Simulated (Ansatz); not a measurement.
**CH8B2Si: a ladder of functionals and wavefunction methods**

The task here is to estimate one member of a computed series from the others.

Program: Ansatz 0.2.0, Gaussian basis. Level of theory: functionals in def2-TZVPP, the program's frozen cores in correlated methods. These are calculated values, not measurements.

The runs, in order: LDA (SPW92), PBE-D4, revPBE-D4, BLYP-D4, r2SCAN-D4, B97M-V, PBE0-D4, B3LYP-D4, r2SCANh-D4, r2SCAN0-D4, HSE06-D4, BHLYP-D4, CAM-B3LYP-D4, LC-ωPBE, ωB97X-V, ωB97M-V, B2PLYP, PBE-QIDH; CCSD(T)/def2-SVP; CCSD(T)/def2-TZVPP; MP2/def2-QZVPP; extrapolation to the limit; RPA on PBE.

## Structure used throughout

The geometry comes from an earlier relaxation with PBE0-D4 in a triple-zeta def2 set; it is a stationary point, not always the lowest conformer.

12 atoms, charge 0, spin multiplicity 1.

Atoms are counted from 1 here; the program's logs count them from 0.

Bond lengths: B1–B2 1.539 Å, B1–Si4 2.121 Å, B1–H5 1.204 Å, B1–H6 1.204 Å, B2–C3 1.521 Å, C3–H7 1.095 Å, C3–H8 1.097 Å, C3–H9 1.092 Å, Si4–H10 1.492 Å, Si4–H11 1.486 Å, Si4–H12 1.492 Å. Angles: B2–B1–Si4 81.6°, B2–B1–H5 118.5°, B2–B1–H6 119.7°, Si4–B1–H5 101.2°, Si4–B1–H6 101.4°, H5–B1–H6 119.7°, B1–B2–C3 172.5°, B2–C3–H7 110.8°, B2–C3–H8 109.2°, B2–C3–H9 112.3°, H7–C3–H8 106.9°, H7–C3–H9 108.9°, H8–C3–H9 108.5°, B1–Si4–H10 116.1°, B1–Si4–H11 102.4°, B1–Si4–H12 115.6°, H10–Si4–H11 107.7°, H10–Si4–H12 106.6° and more.

The first run:

Input file in.yaml:

```yaml
crystal:
  periodic: [false, false, false]
  atoms:
    - {symbol: B, position_ang: [0.148051, 1.496220, -0.277129]}
    - {symbol: B, position_ang: [-0.372559, 0.454909, 0.729793]}
    - {symbol: C, position_ang: [-0.805778, -0.710452, 1.605657]}
    - {symbol: Si, position_ang: [0.676365, -0.258729, -1.344038]}
    - {symbol: H, position_ang: [1.230217, 1.988964, -0.085408]}
    - {symbol: H, position_ang: [-0.618663, 2.019559, -1.043101]}
    - {symbol: H, position_ang: [-1.418509, -1.417757, 1.036479]}
    - {symbol: H, position_ang: [0.082616, -1.257213, 1.943647]}
    - {symbol: H, position_ang: [-1.365943, -0.383600, 2.484673]}
    - {symbol: H, position_ang: [1.651529, -1.166370, -0.671442]}
    - {symbol: H, position_ang: [1.334283, 0.291330, -2.558110]}
    - {symbol: H, position_ang: [-0.464606, -1.111961, -1.787021]}
basis:
  gaussian: {orbitals: def2-TZVPP}
hamiltonian: {xc: lda}
output: {orbitals: {seedname: orbitals}}
```

Run with:

```console
ansatz run in.yaml --threads 2 --pin off --events-out ev --progress --plain --max-ram 4352MiB
```

Steps of the session up to this table: LDA; PBE-D4 (GGA); revPBE-D4 (GGA); BLYP-D4 (GGA); r2SCAN-D4 (meta-GGA); B97M-V (meta-GGA); B3LYP-D4 (hybrid); r2SCANh-D4 (hybrid); r2SCAN0-D4 (hybrid); HSE06-D4 (hybrid); BHLYP-D4 (hybrid); CAM-B3LYP-D4 (range-separated); LC-ωPBE (range-separated); ωB97X-V (range-separated); ωB97M-V (range-separated); B2PLYP (double hybrid); PBE-QIDH (double hybrid).

One of the session's tables, all rows but one given; the rest of the session is left out.

It belongs to the step «Frontier levels by functional». 

```
  functional  HOMO (eV)  LUMO (eV)  gap (eV)
 LDA (SPW92)      -6.31      -2.66      3.66
      PBE-D4      -6.21      -2.48      3.73
   revPBE-D4          ?          ?         ?
     BLYP-D4      -6.05      -2.33      3.72
   r2SCAN-D4      -6.40      -2.18      4.22
      B97M-V      -6.51      -2.19      4.31
     PBE0-D4      -7.24      -1.53      5.71
    B3LYP-D4      -7.03      -1.74      5.29
  r2SCANh-D4      -6.78      -1.85      4.93
  r2SCAN0-D4      -7.36      -1.36      6.00
    HSE06-D4      -6.84      -1.91      4.93
    BHLYP-D4      -8.12      -0.47      7.65
CAM-B3LYP-D4      -8.46      -0.39      8.07
     LC-ωPBE      -9.76       0.76     10.52
     ωB97X-V      -9.43       0.67     10.10
     ωB97M-V      -9.28       0.46      9.73
```

Q: Estimate the row for revPBE-D4 from the others.

The run gave: HOMO (eV): -6.16; LUMO (eV): -2.39; gap (eV): 3.77. In the column «HOMO (eV)» it lies between PBE-D4 (-6.21) and BLYP-D4 (-6.05).
